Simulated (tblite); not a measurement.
# C4H10O2SSi2: the cost of one run

Computed with tblite 0.8.0 and PySCF 2.14.0, with density-fitted response routines of our own, on a single molecule in the gas phase. Atoms are numbered from 0 throughout.

## Step 1: The molecule as given

19 atoms, charge 0, multiplicity 1; geometry from: force field or distance geometry start.

Bonds of the start (Å): C0–C1 1.33, C1–S2 1.75, S2–Si3 2.16, Si3–C4 1.85, C4–Si5 1.85, C1–C6 1.50, C6–O7 1.23, C6–O8 1.34, C0–H9 1.10, C0–H10 1.09, Si3–H11 1.48, Si3–H12 1.48, C4–H13 1.08, C4–H14 1.08, Si5–H15 1.48, Si5–H16 1.49, Si5–H17 1.49, O8–H18 0.99.

## Step 2: Optimising the geometry with GFN2-xTB

The job: settings as JSON, then the geometry in Å.

```
{"job": {"kind": "relax", "xc": "GFN2-xTB", "basis": "xTB"}, "charge": 0, "multiplicity": 1}
C     -3.177300    -1.503800    -0.003900
C     -2.043400    -0.947700     0.416800
S     -0.555200    -1.871500     0.321800
Si     0.803400    -0.598100    -0.780200
C      2.110300    -0.020100     0.389200
Si     3.174800     1.110900    -0.606900
C     -2.001400     0.406900     1.053800
O     -1.022400     0.962800     1.544200
O     -3.192100     1.023200     1.051900
H     -4.138400    -0.979000     0.071900
H     -3.217500    -2.497800    -0.437700
H      1.374900    -1.433000    -1.863300
H      0.010600     0.500800    -1.366200
H      1.687700     0.510000     1.235800
H      2.690300    -0.847700     0.780200
H      2.415600     2.275500    -1.114700
H      4.276200     1.639800     0.251900
H      3.808800     0.394200    -1.745300
H     -3.014800     1.883900     1.499700
```

Run with:

```bash
$ OMP_NUM_THREADS=1 python probes_run.py task.json out
```

The driver reads the jobs from task.json and runs them one after another.

Q: Estimate the wall time of this first job on 1 thread of Arm Neoverse N1, shared host.

About 2.4 s.
